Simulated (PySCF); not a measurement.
# Si3H10N2O2: magnetic properties

Computed with PySCF 2.14.0 and routines of our own; the level stands in each step. Atoms count from 0.

## (1) The system as given

17 atoms, charge 0, multiplicity 1; geometry from: GFN2-xTB.

## (2) Magnetic properties: GIAO BHandHLYP/pcSseg-1

The job: settings as JSON, then the geometry in Å.

```
{"job": {"kind": "mag", "xc": "BHandHLYP", "basis": "pcSseg-1", "isotopologues": 2}, "charge": 0, "multiplicity": 1}
N     -1.267509     0.753318     1.807694
Si    -2.048760    -0.199053     0.572004
O     -0.896663    -0.773558    -0.387528
Si     0.455555    -0.579861    -1.327308
N      1.352555    -2.047149    -1.402156
Si     1.724126     1.087400    -0.405793
O      0.800412     2.100945     0.458275
H     -0.628202     0.263136     2.416915
H     -1.860238     1.341187     2.372160
H     -2.731932    -1.395923     1.060943
H     -2.900195     0.754416    -0.131519
H     -0.133011    -0.456495    -2.666018
H      0.902860    -2.892143    -1.715044
H      2.046736    -2.264585    -0.707109
H      2.794026     0.581715     0.482175
H      2.351173     1.974577    -1.386206
H      0.032070     1.764104     0.948603
```

With the program's defaults for keys left out, this is: GIAO BHandHLYP/pcSseg-1 magnetisability, rotational g tensor and spin-rotation constants, non-relativistic, gas phase.

Command:

```bash
OMP_NUM_THREADS=1 python excited_run.py task.json out
```

One launch serves the whole session: the jobs run in the order shown.

**Question.** How long does this first job take on 1 thread of Arm Neoverse N1, shared host, and how much memory does it need?

About 55 s, with a peak of 0.84 GiB.
